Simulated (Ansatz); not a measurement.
# B₂H₄OS: up Jacob's ladder to CCSD(T)

The task here is to estimate one member of a computed series from the others.

Method: functionals in def2-TZVPP, the program's frozen cores in correlated methods; program: Ansatz 0.2.0, Gaussian basis.

The runs, in order: LDA (SPW92), PBE-D4, revPBE-D4, BLYP-D4, r2SCAN-D4, B97M-V, PBE0-D4, B3LYP-D4, r2SCANh-D4, r2SCAN0-D4, HSE06-D4, BHLYP-D4, CAM-B3LYP-D4, LC-ωPBE, ωB97X-V, ωB97M-V, B2PLYP, PBE-QIDH; CCSD(T)/def2-SVP; CCSD(T)/def2-TZVPP; MP2/def2-QZVPP; extrapolation to the limit; RPA on PBE.

### The geometry

All runs share one geometry, relaxed beforehand with PBE0-D4 in a triple-zeta def2 set.

8 atoms, charge 0, spin multiplicity 1.

Atoms are counted from 1 here; the program's logs count them from 0.

Bond lengths: B1–B2 1.672 Å, B1–H5 1.199 Å, B1–H6 1.199 Å, B2–O3 1.359 Å, B2–S4 1.826 Å, O3–H7 0.959 Å, S4–H8 1.344 Å. Angles: B2–B1–H5 121.6°, B2–B1–H6 121.6°, H5–B1–H6 116.5°, B1–B2–O3 131.6°, B1–B2–S4 113.8°, O3–B2–S4 114.6°, B2–O3–H7 113.9°, B2–S4–H8 97.0°.

Coordinates:

```
B     0.15223    1.09722    0.04478
B     0.15280   -0.57511    0.05837
O     1.08667   -1.47403    0.46714
S    -1.38199   -1.31730   -0.59478
H     0.50400    1.71787   -0.91836
H    -0.29688    1.73267    0.95649
H     1.88821   -1.07390    0.80871
H    -2.01295   -0.16443   -0.87824
```

The first run:

Contents of in.yaml:

```yaml
crystal:
  periodic: [false, false, false]
  atoms:
    - {symbol: B, position_ang: [0.152227, 1.097220, 0.044777]}
    - {symbol: B, position_ang: [0.152805, -0.575111, 0.058374]}
    - {symbol: O, position_ang: [1.086670, -1.474026, 0.467137]}
    - {symbol: S, position_ang: [-1.381985, -1.317300, -0.594777]}
    - {symbol: H, position_ang: [0.503998, 1.717867, -0.918365]}
    - {symbol: H, position_ang: [-0.296878, 1.732675, 0.956486]}
    - {symbol: H, position_ang: [1.888215, -1.073897, 0.808709]}
    - {symbol: H, position_ang: [-2.012954, -0.164429, -0.878241]}
basis:
  gaussian: {orbitals: def2-TZVPP}
hamiltonian: {xc: lda}
output: {orbitals: {seedname: orbitals}}
```

Launch:

```bash
$ ansatz run in.yaml --threads 2 --pin off --events-out ev --progress --plain --max-ram 4352MiB
```

Among the steps run: LDA; PBE-D4 (GGA); revPBE-D4 (GGA); BLYP-D4 (GGA); r2SCAN-D4 (meta-GGA); B97M-V (meta-GGA); PBE0-D4 (hybrid); B3LYP-D4 (hybrid); r2SCANh-D4 (hybrid); r2SCAN0-D4 (hybrid); HSE06-D4 (hybrid); BHLYP-D4 (hybrid); CAM-B3LYP-D4 (range-separated); LC-ωPBE (range-separated); ωB97X-V (range-separated); ωB97M-V (range-separated); B2PLYP (double hybrid); PBE-QIDH (double hybrid).

One table of the session follows, with a row left open; its other results are not shown here.

It belongs to the step «Frontier levels by functional». 

| functional | HOMO (eV) | LUMO (eV) | gap (eV) |
| --- | --- | --- | --- |
| LDA (SPW92) | -6.62 | -3.45 | 3.17 |
| PBE-D4 | ? | ? | ? |
| revPBE-D4 | -6.43 | -3.00 | 3.42 |
| BLYP-D4 | -6.30 | -2.96 | 3.34 |
| r2SCAN-D4 | -6.74 | -2.77 | 3.97 |
| B97M-V | -6.82 | -2.88 | 3.94 |
| PBE0-D4 | -7.68 | -2.17 | 5.51 |
| B3LYP-D4 | -7.42 | -2.37 | 5.05 |
| r2SCANh-D4 | -7.19 | -2.44 | 4.75 |
| r2SCAN0-D4 | -7.86 | -1.95 | 5.90 |
| HSE06-D4 | -7.28 | -2.55 | 4.73 |
| BHLYP-D4 | -8.72 | -1.15 | 7.57 |
| CAM-B3LYP-D4 | -8.97 | -1.09 | 7.88 |
| LC-ωPBE | -10.38 | 0.11 | 10.49 |
| ωB97X-V | -10.01 | 0.01 | 10.02 |
| ωB97M-V | -9.86 | -0.26 | 9.59 |

**Question.** Estimate the row for PBE-D4.

As computed: HOMO (eV): -6.48; LUMO (eV): -3.13; gap (eV): 3.35. In the column «HOMO (eV)» it lies between LDA (SPW92) (-6.62) and revPBE-D4 (-6.43).
